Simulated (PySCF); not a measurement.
# C6H15AlS (AlMe2(StBu)): the cost of one run

Programs: PySCF 2.14.0, with density-fitted response routines of our own. Each step states its level of theory. These are calculated values for one molecule in the gas phase, unless marked as measured. Atoms count from 0, in the outputs and in this text.

**1. The starting structure**

23 atoms, charge 0, multiplicity 1; geometry from: GFN2-xTB. The atoms were then displaced at random by about 0.03 Å, so the start is not that level's minimum.

Bonds of the start (Å): Al0–C1 1.92, Al0–C5 2.11, Al0–S9 2.20, C1–H2 1.10, C1–H3 1.13, C1–H4 1.08, C5–H6 1.06, C5–H7 1.11, C5–H8 1.15, S9–C10 1.87, C10–C11 1.56, C10–C12 1.53, C10–C13 1.55, C11–H14 1.12, C11–H15 1.12, C11–H16 1.05, C12–H17 1.04, C12–H18 1.18, C12–H19 1.10, C13–H20 1.09, C13–H21 1.00, C13–H22 1.16.

**2. Optimising the geometry at PBE0-D3(BJ)/def2-SVP**

Job settings and geometry (Å):

```
{"job": {"xc": "PBE0", "basis": "def2-SVP", "d3": "d3bj", "grid": 1, "maxiter": 40, "shake": 0.03, "kind": "geom"}, "charge": 0, "multiplicity": 1}
Al     0.686340     1.044100     1.243760
C      2.603110     1.025660     1.260570
H      3.018170     1.390520     0.313970
H      3.117340     0.040850     1.438270
H      3.002630     1.663500     2.029080
C     -0.466600     2.814080     1.259190
H     -1.505850     2.624350     1.350770
H     -0.251760     3.437770     0.364120
H     -0.170790     3.437470     2.177540
S     -0.491030    -0.811760     1.372290
C     -0.691180    -1.178420    -0.451820
C      0.733470    -1.300750    -1.084860
C     -1.511540    -2.456300    -0.606400
C     -1.499780    -0.039060    -1.121020
H      0.614690    -1.610390    -2.155240
H      1.254590    -0.312340    -1.012610
H      1.299580    -2.034660    -0.596670
H     -1.592970    -2.745730    -1.604170
H     -0.884120    -3.301700    -0.066590
H     -2.476240    -2.374670    -0.090310
H     -0.948910     0.897720    -1.093290
H     -2.393820     0.015920    -0.687080
H     -1.588060    -0.236540    -2.261240
```

Run with:

```
$ OMP_NUM_THREADS=2 python probes_run.py task.json out
```

The driver reads the jobs from task.json and runs them one after another.

**Question.** How long does this first job take on 2 threads of Intel Xeon 6975P-C, shared host, and how much memory does it need?

About 53 s, with a peak of 0.94 GiB.
